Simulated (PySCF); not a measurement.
# SmF3(NH3): other functionals and bases at one geometry

An exercise on one series of results from a longer session: the logs are not shown, and one member is left open.

Method: several levels, as the steps say, no spin–orbit coupling; program: PySCF 2.14.0.

1 further run of the same task is left out (for a known fault of the program).

### Where the work starts

8 atoms, charge 0, spin multiplicity 1.

Bond lengths: Sm1–F2 2.079 Å, Sm1–F3 2.079 Å, Sm1–F4 2.079 Å, Sm1–N5 2.578 Å, N5–H6 1.022 Å, N5–H7 1.022 Å, N5–H8 1.022 Å. Angles: F2–Sm1–F3 118.7°, F2–Sm1–F4 118.7°, F2–Sm1–N5 96.5°, F3–Sm1–F4 118.7°, F3–Sm1–N5 96.5°, F4–Sm1–N5 96.5°, Sm1–N5–H6 112.3°, Sm1–N5–H7 112.3°, Sm1–N5–H8 112.3°, H6–N5–H7 106.5°, H6–N5–H8 106.5°, H7–N5–H8 106.5°.

Coordinates:

```
Sm    0.11713   -0.11713    0.11713
F     1.09723    1.43296    1.09723
F    -1.43296   -1.09723    1.09723
F     1.09723   -1.09723   -1.43296
N    -1.37105    1.37105   -1.37105
H    -1.98105    1.98105   -0.82356
H    -0.82356    1.98105   -1.98105
H    -1.98105    0.82356   -1.98105
```

Formal oxidation states: Sm +3. Each metal's 5 4f electrons lie in its core potential, so multiplicities, spins and levels count the valence alone. An earlier session relaxed this geometry at PBE0, Sm lcecp-1-SVP with ECP51, F def2-SVP, N def2-SVP, H def2-SVP (singlet, point group C3v).

At PBE0 on the finer grid: E = -390.461834 Eh, HOMO -9.26 eV, LUMO -0.81 eV, Mulliken charge on Sm1 +1.19 e, largest force component 0.012 eV/Å. 

Levels to run: revPBE; M06-L; PBE0, TZVP. Hardware: 2 threads of Arm Neoverse V1, shared host.

The first run:

The input, run.py (the lines that set the calculation):

```python
mol = gto.M(atom='''
Sm     0.11713    -0.11713     0.11713
F      1.09723     1.43296     1.09723
F     -1.43296    -1.09723     1.09723
F      1.09723    -1.09723    -1.43296
N     -1.37105     1.37105    -1.37105
H     -1.98105     1.98105    -0.82356
H     -0.82356     1.98105    -1.98105
H     -1.98105     0.82356    -1.98105''',
    basis={'Sm': 'lcecp-1-SVP', 'F': 'def2-SVP', 'N': 'def2-SVP', 'H': 'def2-SVP'},
    ecp={'Sm': 'lcecp-1-SVP'},
    charge=0, spin=0)
mf = dft.RKS(mol, xc='PBE_R,PBE')
mf.grids.atom_grid = (75, 302)  # f atoms: unpruned, at least (60, 302)
mf = mf.density_fit()  # fitting sets: Sm AutoAux, F def2-universal-JKFIT, N def2-universal-JKFIT, H def2-universal-JKFIT
mf.conv_tol = 1e-08; mf.max_cycle = 55
mf.kernel(dm0)  # dm0: the density of the relaxed state
```

Launch:

```sh
$ OMP_NUM_THREADS=2 python run.py
```

Steps of the session up to this table: revPBE; M06-L; PBE0, TZVP.

One table of the session follows, with a row left open; its other results are not shown here.

```
              level  HOMO (eV)  gap (eV)  charge on Sm1 (e)  dipole (D)  largest force component (eV/Å)
PBE0 (relaxed here)      -9.26      8.45               1.19        5.60                            0.01
             revPBE          ?         ?                  ?           ?                               ?
              M06-L      -7.60      6.93               1.34        5.44                            0.19
         PBE0, TZVP      -9.46      8.46               1.62        5.55                            0.22
```

Q: Estimate the row for revPBE from the others.

**Answer.** HOMO (eV): -7.25; gap (eV): 5.80; charge on Sm1 (e): 0.98; dipole (D): 5.48; largest force component (eV/Å): 0.27. In the column «HOMO (eV)» it is the highest.

In one basis the HOMO–LUMO gap runs from 5.80 eV (revPBE) to 8.45 eV (PBE0). The largest leftover force, 0.27 eV/Å with revPBE, stands at a geometry relaxed at another level. With 4f in the core, its levels are missing from HOMO and gap, and its count is fixed, so no charge can pass from the ligands into it. Total energies of different levels can't be compared.
